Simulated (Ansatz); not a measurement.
**C₃H₈BGaO: ionisation energy by level of theory**

One table from this session's results is given with a row withheld; the runs are named, their logs left out.

Program: Ansatz 0.2.0, Gaussian basis. Level of theory: unrestricted cation, the program's frozen cores in correlated methods. These are calculated values, not measurements.

Plan: UKS PBE-D4/def2-TZVPP; UKS r2SCAN-D4/def2-TZVPP; UKS PBE0-D4/def2-TZVPP; UKS B3LYP-D4/def2-TZVPP; UKS wB97X-V/def2-TZVPP; UKS wB97M-V/def2-TZVPP; UKS B2PLYP/def2-TZVPP; UHF-CCSD(T)/def2-TZVPP; UHF-MP2/def2-QZVPP; extrapolation to the limit; then −ε(HOMO) from the neutral's earlier runs with LDA (SPW92), PBE-D4, revPBE-D4, BLYP-D4, r2SCAN-D4, B97M-V, PBE0-D4, B3LYP-D4, r2SCANh-D4, r2SCAN0-D4, HSE06-D4, BHLYP-D4, CAM-B3LYP-D4, LC-ωPBE, ωB97X-V, ωB97M-V.

### The geometry

All runs share one geometry, relaxed beforehand with PBE0-D4 in a triple-zeta def2 set.

14 atoms, charge 0, spin multiplicity 1.

Atoms are counted from 1 here; the program's logs count them from 0.

Bond lengths: C1–C2 1.524 Å, C1–H7 1.093 Å, C1–H8 1.093 Å, C1–H9 1.093 Å, C2–B3 1.615 Å, C2–H10 1.095 Å, C2–H11 1.095 Å, B3–Ga4 2.126 Å, B3–C5 1.482 Å, B3–H14 1.221 Å, Ga4–H12 1.575 Å, Ga4–H13 1.577 Å, C5–O6 1.140 Å. Angles: C2–C1–H7 111.5°, C2–C1–H8 111.1°, C2–C1–H9 111.6°, H7–C1–H8 107.6°, H7–C1–H9 107.6°, H8–C1–H9 107.3°, C1–C2–B3 112.5°, C1–C2–H10 109.0°, C1–C2–H11 109.4°, B3–C2–H10 109.0°, B3–C2–H11 110.9°, H10–C2–H11 105.8°, C2–B3–Ga4 119.6°, C2–B3–C5 118.4°, C2–B3–H14 118.8°, Ga4–B3–C5 97.2°, Ga4–B3–H14 93.5°, C5–B3–H14 104.6° and more.

Set-up of the first run:

File in.yaml:

```yaml
crystal:
  periodic: [false, false, false]
  atoms:
    - {symbol: C, position_ang: [-1.333367, 0.045028, -1.347512]}
    - {symbol: C, position_ang: [-0.600314, 0.950942, -0.365889]}
    - {symbol: B, position_ang: [0.767219, 0.288731, 0.181493]}
    - {symbol: Ga, position_ang: [0.702749, -1.593671, 1.167894]}
    - {symbol: C, position_ang: [1.538079, 1.015667, 1.218380]}
    - {symbol: O, position_ang: [2.123287, 1.518187, 2.057713]}
    - {symbol: H, position_ang: [-2.239821, 0.521111, -1.730873]}
    - {symbol: H, position_ang: [-0.700163, -0.199315, -2.204793]}
    - {symbol: H, position_ang: [-1.627329, -0.899055, -0.881980]}
    - {symbol: H, position_ang: [-0.364591, 1.898317, -0.862384]}
    - {symbol: H, position_ang: [-1.268876, 1.206192, 0.462699]}
    - {symbol: H, position_ang: [-0.479444, -2.579741, 0.834742]}
    - {symbol: H, position_ang: [1.875223, -2.093678, 2.095963]}
    - {symbol: H, position_ang: [1.607337, -0.078712, -0.625453]}
basis:
  gaussian: {orbitals: def2-TZVPP}
total_charge: 1
magnetization: {spin_polarized: true, initial_magnetization: 1}
hamiltonian: {xc: pbe, dispersion: d4}
```

Command:

```bash
$ ansatz run in.yaml --threads 2 --pin off --events-out ev --progress --plain --max-ram 32768MiB --backend cuda --devices 0, --max-vram 18GiB
```

Among the steps run: Cation, UKS PBE-D4/def2-TZVPP; Cation, UKS r2SCAN-D4/def2-TZVPP; Cation, UKS PBE0-D4/def2-TZVPP; Cation, UKS B3LYP-D4/def2-TZVPP; Cation, UKS wB97X-V/def2-TZVPP; Cation, UKS wB97M-V/def2-TZVPP; Cation, UKS B2PLYP (frozen core)/def2-TZVPP; Cation, UHF-CCSD(T)/def2-TZVPP; Cation, UHF-MP2/def2-QZVPP.

One of the session's tables, all rows but one given; the rest of the session is left out.

It belongs to the step «Ionisation energies side by side». Orbital estimates, from the neutral's runs:

| functional | −ε(HOMO) (eV) |
| --- | --- |
| LDA (SPW92) | 6.11 |
| PBE-D4 | 5.97 |
| revPBE-D4 | 5.90 |
| BLYP-D4 | 5.84 |
| r2SCAN-D4 | 6.17 |
| B97M-V | 6.23 |
| PBE0-D4 | 6.97 |
| B3LYP-D4 | 6.80 |
| r2SCANh-D4 | ? |
| r2SCAN0-D4 | 7.12 |
| HSE06-D4 | 6.59 |
| BHLYP-D4 | 7.88 |
| CAM-B3LYP-D4 | 8.18 |
| LC-ωPBE | 9.39 |
| ωB97X-V | 9.09 |
| ωB97M-V | 8.96 |

Q: Estimate the row for r2SCANh-D4 from the others.

Worked estimate for «−ε(HOMO) (eV)». Against the share of exact exchange, r2SCAN-D4 (0, 6.17), r2SCAN0-D4 (0.25, 7.12) give a slope of 3.80 per unit share; at 0.1 the line stands at 6.55.

**Answer.** −ε(HOMO) (eV): 6.55. In «−ε(HOMO) (eV)» the line misses by 0.00.
